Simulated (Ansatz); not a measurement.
# WSe2: the cost of one run

Computed with Ansatz 0.2.0 (DFT LDA, scalar-relativistic, plane waves, PAW, unless a step's input says otherwise).

## Step 1: The starting structure

Symmetry: P6_3/mmc, No. 194, hexagonal system. The conventional cell has a = 3.290 Å, b = 3.290 Å, c = 12.970 Å, α = 90.00°, β = 90.00°, γ = 120.00°. W (site symmetry -6m2) has 6 Se at 2.53 Å as nearest neighbours. Se (site symmetry 3m) is surrounded by 3 W at 2.53 Å.

As a file:

```
CELL_PARAMETERS angstrom
3.29000 0.00000 0.00000
-1.64500 2.84922 0.00000
0.00000 0.00000 12.97000
ATOMIC_POSITIONS crystal
W 0.33333 0.66667 0.25000
W 0.66667 0.33333 0.75000
Se 0.33333 0.66667 0.62100
Se 0.66667 0.33333 0.12100
Se 0.33333 0.66667 0.87900
Se 0.66667 0.33333 0.37900
```

The structure comes from the Crystallography Open Database.

## Step 2: Quick check of gap, pressure and forces

input.yaml

```yaml
crystal:
  lattice:
    - [3.2899984505, 0.0, 0.0]
    - [-1.6449992252, 2.8492222365, 0.0]
    - [0.0, 0.0, 12.97]
  atoms:
    - { symbol: W, position: [0.3333333333, 0.6666666667, 0.25] }
    - { symbol: W, position: [0.6666666667, 0.3333333333, 0.75] }
    - { symbol: Se, position: [0.3333333333, 0.6666666667, 0.621] }
    - { symbol: Se, position: [0.6666666667, 0.3333333333, 0.121] }
    - { symbol: Se, position: [0.3333333333, 0.6666666667, 0.879] }
    - { symbol: Se, position: [0.6666666667, 0.3333333333, 0.379] }
basis:
  ecutwfc: 420
kpoints:
  mp_grid: { grid: [6, 6, 2] }
hamiltonian:
  xc: lda
scf:
  occupations: { method: gaussian, width: 0.1 }
output:
  forces: true
  stress: true
  eigenvalues: true
```

Launch:

```sh
$ ansatz run input.yaml --threads 2 --pin off --max-ram 5120MiB --backend cpu --events-out ev --progress --plain --runs-dir out
```

Q: Estimate wall time and peak memory on 2 threads of Arm Neoverse V1, shared host.

About 2.5 s, with a peak of 0.41 GiB.
